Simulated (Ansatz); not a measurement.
# Cl2Ge2H4: the cost of one run

Program: Ansatz 0.2.0. Level of theory: RKS PBE0/def2-SVP. These are calculated values, not measurements.

**1. Starting point**

Bond lengths: Ge1–H2 1.550 Å, Ge1–Ge3 2.400 Å, Ge3–H4 1.550 Å, Ge3–H5 1.550 Å, Ge3–H6 1.550 Å, Ge1–Cl7 2.218 Å, Ge1–Cl8 2.218 Å. Angles: H2–Ge1–Ge3 109.4°, H2–Ge1–Cl7 109.5°, H2–Ge1–Cl8 109.5°, Ge3–Ge1–Cl7 109.5°, Ge3–Ge1–Cl8 109.5°, Cl7–Ge1–Cl8 109.5°, Ge1–Ge3–H4 109.5°, Ge1–Ge3–H5 109.5°, Ge1–Ge3–H6 109.5°, H4–Ge3–H5 109.4°, H4–Ge3–H6 109.4°, H5–Ge3–H6 109.4°.

As a file:

```xyz
8

Ge    0.0000    0.0000    0.0000
H     0.0000    0.0000    1.5500
Ge    2.2632    0.0000   -0.7992
H     2.7487   -1.4611   -0.9782
H     2.3309    0.7367   -2.1612
H     3.1736    0.7244    0.2250
Cl   -1.0456    1.8115   -0.7393
Cl   -1.0456   -1.8115   -0.7393
```

**2. Preparing the start**

File input.yaml:

```yaml
crystal:
  periodic: [false, false, false]
  atoms:
    - { symbol: Ge, position_ang: [0.0, 0.0, 0.0] }
    - { symbol: H, position_ang: [0.0, 0.0, 1.55] }
    - { symbol: Ge, position_ang: [2.2632, 0.0, -0.7992] }
    - { symbol: H, position_ang: [2.7487, -1.4611, -0.9782] }
    - { symbol: H, position_ang: [2.3309, 0.7367, -2.1612] }
    - { symbol: H, position_ang: [3.1736, 0.7244, 0.225] }
    - { symbol: Cl, position_ang: [-1.0456, 1.8115, -0.7393] }
    - { symbol: Cl, position_ang: [-1.0456, -1.8115, -0.7393] }
basis:
  gaussian: { orbitals: def2-SVP }
hamiltonian:
  xc: pbe0
relax:
  f_tol: 0.02
  max_steps: 40
```

Command:

```sh
$ ansatz run input.yaml --threads 2 --pin off --max-ram 3072MiB --backend cpu --events-out ev --progress --plain --runs-dir out
```

Q: Estimate wall time and peak memory on 2 threads of Arm Neoverse V2, shared host.

About 47 s, with a peak of 0.34 GiB.
